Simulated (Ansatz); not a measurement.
# Fe3Ge (P6_3/mmc): equation of state

The task here is to estimate one member of a computed series from the others.

Computed with Ansatz 0.2.0 (DFT LDA, scalar-relativistic, plane waves, PAW, unless a step's input says otherwise).

## The starting structure

Symmetry: P6_3/mmc, No. 194, hexagonal system. The conventional cell has a = 4.956 Å, b = 4.956 Å, c = 4.083 Å, α = 90.00°, β = 90.00°, γ = 120.00°. Fe (site symmetry mm2) has 8 Fe at 2.44 to 2.52 Å and 4 Ge at 2.48 to 2.51 Å as nearest neighbours. Ge (site symmetry -6m2) has 12 Fe at 2.48 to 2.51 Å as nearest neighbours.

Structure file:

```cif
data_structure
_symmetry_space_group_name_H-M 'P 1'
_symmetry_Int_Tables_number 1
_cell_length_a 4.9560
_cell_length_b 4.9560
_cell_length_c 4.0826
_cell_angle_alpha 90.000
_cell_angle_beta 90.000
_cell_angle_gamma 120.000
_cell_volume 86.84
loop_
_atom_site_label
_atom_site_type_symbol
_atom_site_fract_x
_atom_site_fract_y
_atom_site_fract_z
_atom_site_occupancy
Fe1 Fe 0.83595 0.67190 0.25000 1
Fe2 Fe 0.16405 0.83595 0.75000 1
Fe3 Fe 0.32810 0.16405 0.25000 1
Fe4 Fe 0.16405 0.32810 0.75000 1
Fe5 Fe 0.83595 0.16405 0.25000 1
Fe6 Fe 0.67190 0.83595 0.75000 1
Ge1 Ge 0.33333 0.66667 0.25000 1
Ge2 Ge 0.66667 0.33333 0.75000 1
```

This cell comes from an earlier session at LDA: 10.855 Å³/atom at 0.01 GPa, on a 8×8×8 mesh.

Volume factors to run: 0.980, 1.020, 0.960, 1.040.

The first run:

Input file input.yaml:

```yaml
crystal:
  lattice:
    - [4.9227250222, 0.0, 0.0]
    - [-2.4613625111, 4.2632049251, 0.0]
    - [0.0, 0.0, 4.0551561261]
  atoms:
    - { symbol: Fe, position: [0.835950899, 0.6719017981, 0.25], spin: 1.83 }
    - { symbol: Fe, position: [0.164049101, 0.835950899, 0.75], spin: 1.83 }
    - { symbol: Fe, position: [0.3280982019, 0.164049101, 0.25], spin: 1.83 }
    - { symbol: Fe, position: [0.164049101, 0.3280982019, 0.75], spin: 1.83 }
    - { symbol: Fe, position: [0.835950899, 0.164049101, 0.25], spin: 1.83 }
    - { symbol: Fe, position: [0.6719017981, 0.835950899, 0.75], spin: 1.83 }
    - { symbol: Ge, position: [0.3333333333, 0.6666666667, 0.25] }
    - { symbol: Ge, position: [0.6666666667, 0.3333333333, 0.75] }
basis:
  ecutwfc: 420
  ecutrho_ratio: 4
kpoints:
  mp_grid: { grid: [8, 8, 8] }
hamiltonian:
  xc: lda
scf:
  occupations: { method: gaussian, width: 0.05 }
output:
  forces: true
  stress: true
  eigenvalues: true
  populations: true
magnetization:
  spin_polarized: true
relax:
  f_tol: 0.01
  max_steps: 40
  cell: { stress_tol: 0.1, fix: [volume] }
```

The run is started by

```sh
$ ansatz run input.yaml --threads 2 --pin off --max-ram 5120MiB --backend cpu --events-out ev --progress --plain --runs-dir out
```

Among the steps run: Scaling the volume by 0.980; At 1.020 of the relaxed volume; Volume × 0.960; Volume × 1.040.

One of the session's tables, all rows but one given; the rest of the session is left out.

It belongs to the step «Energy and pressure against volume». 

```
volume (Å³/atom)  energy (meV/atom)  pressure (GPa)  moment of atom 1 (μB)
          10.421               7.33            6.58                   1.26
          10.638                  ?               ?                      ?
          10.855               0.00            0.01                   1.67
          11.072               1.90           -2.63                   1.83
          11.289               7.17           -5.36                   1.95
```

Estimate the missing values for volume (Å³/atom) = 10.638.

Worked estimate for «energy (meV/atom)». A straight line through the neighbours (10.421, 7.33) and (10.855, 0.00) gives 7.33 + (0.00 − 7.33) × (10.638 − 10.421) / (10.855 − 10.421) = 3.67; a parabola fitted to 3 rows on both sides gives 1.81.

As computed: energy (meV/atom): 1.78; pressure (GPa): 2.36; moment of atom 1 (μB): 1.42. In «energy (meV/atom)» the line misses by +1.89 and the parabola by +0.03.
